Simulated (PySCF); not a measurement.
# [CeCl4]−: other functionals and bases at one geometry

How far do other levels of theory move the description of [CeCl4]−, and what does each cost? The structure is generated, not taken from experiment.

The runs use PySCF 2.14.0; several levels, as the steps say, no spin–orbit coupling.

1 further run of the same task is left out (for a known fault of the program).

**1. The starting structure**

5 atoms, charge -1, spin multiplicity 1.

Bond lengths: Ce1–Cl2 2.650 Å, Ce1–Cl3 2.650 Å, Ce1–Cl4 2.650 Å, Ce1–Cl5 2.650 Å. Angles: Cl2–Ce1–Cl3 109.5°, Cl2–Ce1–Cl4 109.5°, Cl2–Ce1–Cl5 109.5°, Cl3–Ce1–Cl4 109.5°, Cl3–Ce1–Cl5 109.5°, Cl4–Ce1–Cl5 109.5°.

As a file:

```xyz
5
CeCl4
Ce    0.00000    0.00000    0.00000
Cl    1.53017    1.53017    1.53017
Cl   -1.53017   -1.53017    1.53017
Cl    1.53017   -1.53017   -1.53017
Cl   -1.53017    1.53017   -1.53017
```

Formal oxidation states: Ce +3. Each metal's 1 4f electrons lie in its core potential, so multiplicities, spins and levels count the valence alone. An earlier session relaxed this geometry at PBE0, Ce lcecp-1-SVP with ECP47, Cl def2-SVP (singlet, point group Td).

At PBE0 on the finer grid: E = -1872.315347 Eh, HOMO -4.56 eV, LUMO 3.07 eV, Mulliken charge on Ce1 +0.81 e, largest force component 0.004 eV/Å. 

Levels to run: revPBE; PBE; PBE0, TZVP. Hardware: 2 threads of Arm Neoverse V2, shared host.

**2. revPBE**

The input, run.py (the lines that set the calculation):

```python
mol = gto.M(atom='''
Ce     0.00000     0.00000     0.00000
Cl     1.53017     1.53017     1.53017
Cl    -1.53017    -1.53017     1.53017
Cl     1.53017    -1.53017    -1.53017
Cl    -1.53017     1.53017    -1.53017''',
    basis={'Ce': 'lcecp-1-SVP', 'Cl': 'def2-SVP'},
    ecp={'Ce': 'lcecp-1-SVP'},
    charge=-1, spin=0)
mf = dft.RKS(mol, xc='PBE_R,PBE')
mf.grids.atom_grid = (75, 302)  # f atoms: unpruned, at least (60, 302)
mf = mf.density_fit()  # fitting sets: Ce AutoAux, Cl def2-universal-JKFIT
mf.conv_tol = 1e-08; mf.max_cycle = 55
mf.kernel(dm0)  # dm0: the density of the relaxed state
```

The run is started by

```console
OMP_NUM_THREADS=2 python run.py
```

**3. PBE**

run.py (the lines that set the calculation): that of step 2 with these lines changed.

```diff
@@ -9,3 +9,3 @@
     charge=-1, spin=0)
-mf = dft.RKS(mol, xc='PBE_R,PBE')
+mf = dft.RKS(mol, xc='PBE')
 mf.grids.atom_grid = (75, 302)  # f atoms: unpruned, at least (60, 302)
```

**4. PBE0, TZVP**

Basis: Ce lcecp-1-TZVP with ECP47, Cl def2-TZVP. 

The input, run.py (the lines that set the calculation):

```python
mol = gto.M(atom='''
Ce     0.00000     0.00000     0.00000
Cl     1.53017     1.53017     1.53017
Cl    -1.53017    -1.53017     1.53017
Cl     1.53017    -1.53017    -1.53017
Cl    -1.53017     1.53017    -1.53017''',
    basis={'Ce': 'lcecp-1-TZVP', 'Cl': 'def2-TZVP'},
    ecp={'Ce': 'lcecp-1-TZVP'},
    charge=-1, spin=0)
mf = dft.RKS(mol, xc='PBE0')
mf.grids.atom_grid = (75, 302)  # f atoms: unpruned, at least (60, 302)
mf = mf.density_fit()  # fitting sets: Ce AutoAux, Cl def2-universal-JKFIT
mf.conv_tol = 1e-08; mf.max_cycle = 55
mf.kernel(dm0)  # dm0: free metal ions and neutral atoms
```

Before running it: what results should come out? Wanted: for each run, HOMO; gap; charge on Ce1; dipole; largest force.

**Answer**, as computed:

| level | state | HOMO (eV) | gap (eV) | charge on Ce1 (e) | dipole (D) | largest force (eV/Å) | basis functions | time |
| --- | --- | --- | --- | --- | --- | --- | --- | --- |
| PBE0 (relaxed here) | singlet | -4.56 | 7.63 | 0.81 | 0.00 | 0.00 | 105 | 14 s |
| revPBE | singlet | -3.09 | 5.71 | 0.67 | 0.00 | 0.12 | 105 | 4.9 s |
| PBE | singlet | -3.11 | 5.68 | 0.60 | 0.00 | 0.03 | 105 | 5.2 s |
| PBE0, TZVP | singlet | -4.83 | 7.80 | 1.35 | 0.00 | 0.00 | 195 | 16 s |

Times are on 2 threads of Arm Neoverse V2, shared host; the first row also made further properties. The dipole of a charged species depends on the origin, so these sizes hold for this origin alone.

In one basis the HOMO–LUMO gap runs from 5.68 eV (PBE) to 7.63 eV (PBE0). The largest leftover force, 0.12 eV/Å with revPBE, stands at a geometry relaxed at another level. The Mulliken charge on Ce spans +0.60 to +1.35 e over the levels. With 4f in the core, its levels are missing from HOMO and gap. Total energies of different levels can't be compared. Spin–orbit coupling is left out throughout.
